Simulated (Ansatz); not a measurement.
**wB97X/STO-3G run of SnH3Cl (SnClH3)**

What is the electronic atomisation energy of SnH3Cl (SnClH3) at wB97X/STO-3G? 

Program for the calculation: Ansatz 0.2.0.

58 further runs of the same task are left out: 6 that didn't finish, 52 set aside as unsound or not needed.

### Step 1. The structure to begin with

SnH3Cl has 5 atoms, charge 0, and is taken as a singlet. As SMILES, `[H][Sn]([H])([H])[Cl]`. The shape comes from GFN2-xTB, which is rough for such elements, and wasn't checked as a minimum.

Bond lengths: Sn1–Cl2 2.281 Å, Sn1–H3 1.674 Å, Sn1–H4 1.674 Å, Sn1–H5 1.674 Å. Angles: Cl2–Sn1–H3 108.3°, Cl2–Sn1–H4 108.1°, Cl2–Sn1–H5 108.2°, H3–Sn1–H4 110.7°, H3–Sn1–H5 110.8°, H4–Sn1–H5 110.7°.

### Step 2. A single-point energy at wB97X/STO-3G

The input, in.yaml:

```yaml
crystal:
  periodic: [false, false, false]
  atoms:
    - {symbol: Sn, position_ang: [-0.000010, 0.000870, -0.142560]}
    - {symbol: Cl, position_ang: [0.011570, -0.019280, 2.138020]}
    - {symbol: H, position_ang: [1.586650, 0.010950, -0.675080]}
    - {symbol: H, position_ang: [-0.803020, 1.380470, -0.647070]}
    - {symbol: H, position_ang: [-0.795190, -1.373000, -0.673310]}
basis:
  gaussian:
    orbitals: STO-3G
magnetization:
  spin_polarized: false
  initial_magnetization: 0
hamiltonian:
  xc: {name: wB97X}
accuracy: high
```

Command:

```
$ ansatz run in.yaml --threads 1 --pin off --max-ram 2610MiB --events-out events.jsonl --progress --plain --runs-dir runs
```

Output:

```text
Warning: RAYON_NUM_THREADS=1 ignored (pool sized by the plan → 1); use --threads N
Functional definition: wB97X
  name "wB97X"
  parameter omega = 0.3/bohr
  parameter cx = 0.157706
  parameter cx1 = 0.726479
  parameter cx2 = 1.04760
  parameter cx3 = -5.70635
  parameter cx4 = 13.2794
  parameter css1 = -4.33879
  parameter css2 = 18.2308
  parameter css3 = -31.7430
  parameter css4 = 17.2901
  parameter cos1 = 2.37031
  parameter cos2 = -11.3995
  parameter cos3 = 6.58405
  parameter cos4 = -3.78132
  exchange = spin_sum(e_x_unif_sr(omega)*poly(b97_u_x, 1 - cx, cx1, cx2, cx3, cx4)) + cx*exact_x_sr(omega)
      + exact_x_lr(omega)
  correlation = spin_sum(e_c_pw_same_spin*poly(b97_u_same, 1, css1, css2, css3, css4))
      + integral(e_c_pw_opposite_spin*poly(b97_u_opposite, 1, cos1, cos2, cos3, cos4))
713 factors; integrals over basis functions are off by at most 4.9e-9 eV
161 factors; integrals over basis functions are off by at most 5.4e-10 eV
mean field evaluation 1: about -174765.7845 eV, gradient 9.7e0 eV
mean field evaluation 2: about -174766.4451 eV, gradient 1.5e0 eV
mean field evaluation 4: about -174766.4580 eV, gradient 3.6e-1 eV
mean field evaluation 8: about -174766.3893 eV, gradient 2.8e-3 eV
mean field evaluation 16: about -174766.3893 eV, gradient 3.3e-8 eV
mean field -174766.38928867 eV, -6422.5463454451 hartree, gradient 3.3e-8 eV, S^2 0.000000; 0 other end points of the search recorded, 0 dependent functions left out
reference -174766.38928700 eV, -6422.5463453841 hartree; 35, 35 occupied and 4, 4 virtual orbitals, 713 factors
Total energy: -174766.38928700 eV, -6422.5463453841 hartree
```

It took 9.6 s on 1 thread of Arm Neoverse V1, shared host; peak memory 0.29 GiB.

### Step 3. The Cl atom

The input, in.yaml:

```yaml
crystal:
  periodic: [false, false, false]
  atoms:
    - {symbol: Cl, position_ang: [0.000000, 0.000000, 0.000000]}
basis:
  gaussian:
    orbitals: STO-3G
magnetization:
  spin_polarized: true
  initial_magnetization: 1
hamiltonian:
  xc: {name: wB97X}
accuracy: high
```

Command:

```
$ ansatz run in.yaml --threads 1 --pin off --max-ram 2610MiB --events-out events.jsonl --progress --plain --runs-dir runs
```

Output (excerpt; [...] marks lines left out):

```text
Warning: RAYON_NUM_THREADS=1 ignored (pool sized by the plan → 1); use --threads N
[... 2 set-up lines as earlier in the session ...]
[...]
      + exact_x_lr(omega)
[...]
      + integral(e_c_pw_opposite_spin*poly(b97_u_opposite, 1, cos1, cos2, cos3, cos4))
42 factors; integrals over basis functions are off by at most 4.6e-9 eV
23 factors; integrals over basis functions are off by at most 7.5e-10 eV
[...]
mean field -12384.80599005 eV, -455.1332254112 hartree, gradient 2.0e-9 eV, S^2 0.750000; 0 other end points of the search recorded, 0 dependent functions left out
reference -12384.80598940 eV, -455.1332253874 hartree; 9, 8 occupied and 0, 1 virtual orbitals, 42 factors
Total energy: -12384.80598940 eV, -455.1332253874 hartree
```

It took 1.6 s on 1 thread of Arm Neoverse V1, shared host; peak memory 0.17 GiB.

### Step 4. The H atom

The input, in.yaml:

```yaml
crystal:
  periodic: [false, false, false]
  atoms:
    - symbol: H
      position_ang: [0.000000, 0.000000, 0.000000]
basis:
  gaussian: {orbitals: STO-3G}
magnetization: {spin_polarized: true, initial_magnetization: 1}
hamiltonian: {xc: {name: wB97X}}
accuracy: high
```

Run the same way, it converges to -0.46692 Eh (log not shown).

### Step 5. The Sn atom, same level

The input, run.yaml:

```yaml
crystal:
  periodic: [false, false, false]
  atoms:
    - symbol: Sn
      position_ang: [0.000000, 0.000000, 0.000000]
basis:
  gaussian: {orbitals: STO-3G}
magnetization: {spin_polarized: true, initial_magnetization: 2}
hamiltonian: {xc: {name: wB97X}}
accuracy: high
```

Run the same way, it converges to -5965.34347 Eh (log not shown).

### Step 6. Outcome

At wB97X/STO-3G:

| quantity | value |
| --- | --- |
| molecule: total energy | -6422.54635 Eh |
| Cl atom: total energy | -455.13323 Eh |
| Cl atom: ⟨S²⟩ | 0.750 |
| H atom: total energy | -0.46692 Eh |
| H atom: ⟨S²⟩ | 0.750 |
| Sn atom: total energy | -5965.34347 Eh |
| Sn atom: ⟨S²⟩ | 2.000 |
| electronic atomisation energy | 18.201 eV |

In words: Taking the molecule apart into free atoms costs 18.20 eV (1756 kJ/mol), before zero-point energy and without spin-orbit coupling. In a minimal basis such a difference can be off by several eV, whatever the method. Relativity is left out (molecule) although the molecule holds a heavy atom. Relativity is left out (Sn atom) although the molecule holds a heavy atom.
